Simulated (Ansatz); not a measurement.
Pt2W:

```
Pt W
1.0
    -1.38637    1.98220    4.15326
     1.38637   -1.98220    4.15326
     1.38637    1.98220   -4.15326
Pt W
2 1
Direct
  0.33678 0.33678 0.00000
  0.66322 0.66322 0.00000
  0.00000 0.00000 0.00000
```

The cell comes from a database or a generator and needn't be the stable form of this composition.

* Program: Ansatz 0.2.0
* Task: relaxation of cell and atoms
* Functional: PBEsol
* Dispersion: D3(BJ)-ATM
* Potentials or basis: Ansatz PAW
* Cutoff: 420 eV (not typed: the program's choice for these potentials)
* k mesh: 12 × 12 × 12
* Occupations: fermi-dirac, width 0.05 eV
* Spin: no spin polarisation

At the start: volume 15.22 Å³/atom.

Q: How do energy, volume and symmetry change on relaxing?

A: It ends after 5 steps and the volume is 14.70 Å³/atom (-3.4 %); space group Immm (No. 71, to 0.05 Å).

The path:
| step | energy change (eV) | largest force (eV/Å) | volume (Å³) |
| --- | --- | --- | --- |
| 1 | 0.0000 | 0.0163 | 45.65 |
| 2 | -0.0539 | 0.0008 | 44.35 |
| 3 | -0.0556 | 0.0000 | 44.09 |
| 4 | -0.0556 | 0.0001 | 44.11 |
| 5 | -0.0549 | 0.0001 | 44.11 |

Final structure:
```
Pt W
1.0
    -1.37395    1.95381    4.10771
     1.37395   -1.95381    4.10771
     1.37395    1.95381   -4.10771
Pt W
2 1
Direct
  0.33652 0.33652 0.00000
  0.66348 0.66348 0.00000
  0.00000 0.00000 0.00000
```

Caveat: the plane-wave basis is chosen anew once the cell has moved, so the energies of steps on either side of that aren't comparable; pairwise dispersion overbinds metals, which lowers pressure and volume; the PAW data sets come from PBE, with cores solved anew for the run's functional, which leaves a small shift of forces and pressure.
